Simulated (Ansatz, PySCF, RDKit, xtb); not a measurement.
**CH3GeO−: a search for the lowest isomer**

Task: start from the formula CH3GeO− (charge -1), draw up candidate structures, narrow them down in stages, and characterise the one that lies lowest at 200 K.

Plan: many cheap relaxations first (GFN2-xTB), then density-functional screening, relaxation at PBE0-D3(BJ)/def2-SVPD, vibrations and a final energy. The numbers are computed, not measured.

7 further runs of the same task are left out: 7 set aside as unsound or not needed.

### 1 Candidates

All bonding patterns within simple valence rules are listed by program: one Lewis structure each, at most two rings and one unusual centre or charged pair. O–O, O–halogen and N–halogen bonds and N–N–N chains are not drawn. That gives 16 candidates.

c025 [CH2-][O][GeH] (triplet); c192 [CH2]1[O][GeH-]1; c205 [O-][CH2][GeH] (triplet); c222 [O-][CH2][GeH]; c231 O[CH]=[GeH-]; c241 [CH2]=[GeH][O-]; c401 [CH2-][O][GeH]; c459 O[C-]=[GeH2]; c587 [CH][GeH2][O-]; c689 [CH2]=[Ge-][OH]; c742 [CH3][Ge-]=[O]; c761 [CH][GeH2][O-] (triplet); c883 [O-][CH]=[GeH2]; c888 O=[C-][GeH3]; c931 [CH-]1[O][GeH2]1; c960 [CH-]=[GeH][OH].

Candidates are built by distance geometry, with a force field where one applies, in up to four conformers (letters a to d). 10 starts with atoms placed at random are added, to find patterns that the rules miss.

Q: Predict the outcome of this search (final energies at CCSD(T)/def2-SVPD + MP2/def2-TZVPPD - MP2/def2-SVPD).

| quantity | value |
| --- | --- |
| lowest structure found | [CH3][Ge-]=[O], singlet, C1 |
| next finalist | [O][CH][GeH2] ‡, singlet, 19.5 kcal/mol higher in G |
| share at equilibrium, among the finalists | 100.0 % |
| harmonic wavenumbers, lowest and highest (PBE0-D3(BJ)/def2-SVPD) | 14 and 3112 cm⁻¹ |
| rotational constants, same geometry | 0.5195, 0.2241, 0.1613 cm⁻¹ |
| HOMO energy (PBE0/def2-TZVPD) | -0.21 eV |
| LUMO energy (PBE0/def2-TZVPD) | 3.73 eV |
| HOMO–LUMO gap (to an unbound level, set by the basis) (PBE0/def2-TZVPD) | 3.94 eV |
| lowest excitation (TD-CAM-B3LYP/def2-SVPD) | 2.69 eV (f = 0.018) |
| strongest of the states computed, same level | 4.61 eV (f = 0.167) |
| lowest triplet excitation, same level, Tamm-Dancoff | 1.93 eV |
| vertical detachment energy | 2.03 eV |
| vertical triplet less singlet | +1.75 eV |

`[CH3][Ge-]=[O]` comes out lowest. Among the finalists first place is clear (19.5 kcal/mol); structures outside the list aren't covered. PBE0-D3(BJ)/def2-SVPD, HF/def2-SVPD and MP2/def2-SVPD already put its bonding pattern lowest among the structures in one piece. A large T1 diagnostic among the finalists warns that one reference determinant may not suffice. It concerns: the winner. In an anion, excitations above the detachment energy lie in the continuum and hang on the basis, so they needn't be bound states. The search is not exhaustive (a finite list of starts, one conformer a finalist), so a lower isomer can't be ruled out. Patterns outside the rules of the enumeration were met only by chance.

‡ marks the bonded skeleton alone, with all bonds drawn single: no Lewis structure was assigned that passes a check against the bond lengths.
